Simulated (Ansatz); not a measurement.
# YGaRh3: the cost of one run

Computed with Ansatz 0.2.0, driven from Python. Level of theory: DFT r2SCAN, plane waves, PAW.

### Step 1. The structure

YGaRh3 Pm-3m: The structure is cubic, space group Pm-3m (No. 221). Conventional cell: a = 4.440 Å, b = 4.440 Å, c = 4.440 Å, α = 90.00°, β = 90.00°, γ = 90.00°. Y (site symmetry m-3m) has 12 Rh at 3.14 Å as nearest neighbours. Around Ga (site symmetry m-3m) lie 6 Rh at 2.22 Å. Rh (site symmetry 4/mmm) is surrounded by 2 Ga at 2.22 Å.

YInRh3 Pm-3m: Symmetry: Pm-3m, No. 221, cubic system. The conventional cell has a = 4.580 Å, b = 4.580 Å, c = 4.580 Å, α = 90.00°, β = 90.00°, γ = 90.00°. Y (site symmetry m-3m) has 12 Rh at 3.24 Å as nearest neighbours. In (site symmetry m-3m) is surrounded by 6 Rh at 2.29 Å. Rh (site symmetry 4/mmm) is surrounded by 2 In at 2.29 Å.

YTlRh3 Pm-3m: Symmetry: Pm-3m, No. 221, cubic system. Conventional cell: a = 4.600 Å, b = 4.600 Å, c = 4.600 Å, α = 90.00°, β = 90.00°, γ = 90.00°. Around Y (site symmetry m-3m) lie 12 Rh at 3.25 Å. Tl (site symmetry m-3m) has 6 Rh at 2.30 Å as nearest neighbours. Rh (site symmetry 4/mmm) has 2 Tl at 2.30 Å as nearest neighbours.

No structure file is read: the coordinates are typed or built in the script.

### Step 2. The code

Contents of series_ygarh3.py:

```python
"""A chemical series on the perovskite structure: relaxed cells and their trends."""

import warnings

import ansatz as az
import numpy as np


def perovskite(first, second, third, a):
    return (
        az.Lattice.cubic(a)
        .space_group(221)
        .atom(first, (0, 0, 0))
        .atom(second, (0.5, 0.5, 0.5))
        .atom(third, (0.5, 0.5, 0))
    )


def run_phase(name, crystal, relax=True):
    calc = (
        crystal.calculation()
        .functional("r2scan")
        .basis(47 * az.Ry)
        .scf(tolerance=1e-08)
        .kpoints(spacing=0.3)
        .occupations("fermi_dirac", width=0.05)
        .stress()
        .band_table()
    )
    if relax:
        calc = calc.relax(force_tolerance=0.03, max_steps=60, cell=True)
    return calc.run(threads=1, backend="cpu")

def bulk_modulus(name, outcome, step=0.02):
    # B = -V dP/dV from the pressures of two uniformly scaled cells, atoms held at their fractions
    pressure = []
    for factor in (1 - step, 1.0, 1 + step):
        cell = az.Crystal(lattice=az.Lattice.of(outcome.lattice.cell_ang * factor ** (1 / 3)))
        for site in outcome.report["lattice"]["sites"]:
            cell = cell.atom(site["symbol"], site["position_frac"])
        pressure.append(np.trace(run_phase(name, cell, relax=False).report["stress_gpa"]) / 3)
    slope, bend = (pressure[0] - pressure[2]) / (2 * step), abs(pressure[0] + pressure[2] - 2 * pressure[1])
    # a jump of mesh or basis between the cells shows as a kink: no modulus then
    return float(slope) if bend < 12 * step**2 * abs(slope) + 0.15 and abs(pressure[1]) < 1.5 else float("nan")

def relaxed_twice(name, crystal):
    # the second pass draws mesh and plane waves anew for the relaxed cell
    first = run_phase(name, crystal)
    again = az.Crystal(lattice=az.Lattice.of(first.lattice.cell_ang))
    for site in first.report["lattice"]["sites"]:
        again = again.atom(site["symbol"], site["position_frac"])
    return run_phase(name, again)


def volume_per_atom(outcome):
    return abs(np.linalg.det(outcome.lattice.cell_ang)) / len(outcome.lattice.sites)

# the lattice constants below are starting guesses
warnings.simplefilter("ignore", az.DeckWarning)

phases = {}
phases["YGaRh3"] = perovskite("Y", "Ga", "Rh", 4.44)
phases["YInRh3"] = perovskite("Y", "In", "Rh", 4.58)
phases["YTlRh3"] = perovskite("Y", "Tl", "Rh", 4.6)

done = {}
for name, crystal in phases.items():
    done[name] = relaxed_twice(name, crystal)
    print(f"{name}: {done[name].report['energy_sigma0_ev']:.4f} eV, {len(done[name].lattice.sites)} atoms")

rows = [(name, float(np.linalg.norm(o.lattice.cell_ang[0])), volume_per_atom(o), bulk_modulus(name, o)) for name, o in done.items()]
print("  compound       a (A)  V (A^3/atom)     B (GPa)")
for row in rows:
    print(f"{str(row[0]):>10}  {row[1]:10.3f}  {row[2]:12.3f}  {row[3]:10.0f}")
```

### Step 3. The run

The run is started by

```console
> python series_ygarh3.py
```

**Question.** How long does this script take on 1 thread of Arm Neoverse V2, shared host, and how much memory does it need?

About 5.4 min, with a peak of 0.97 GiB.
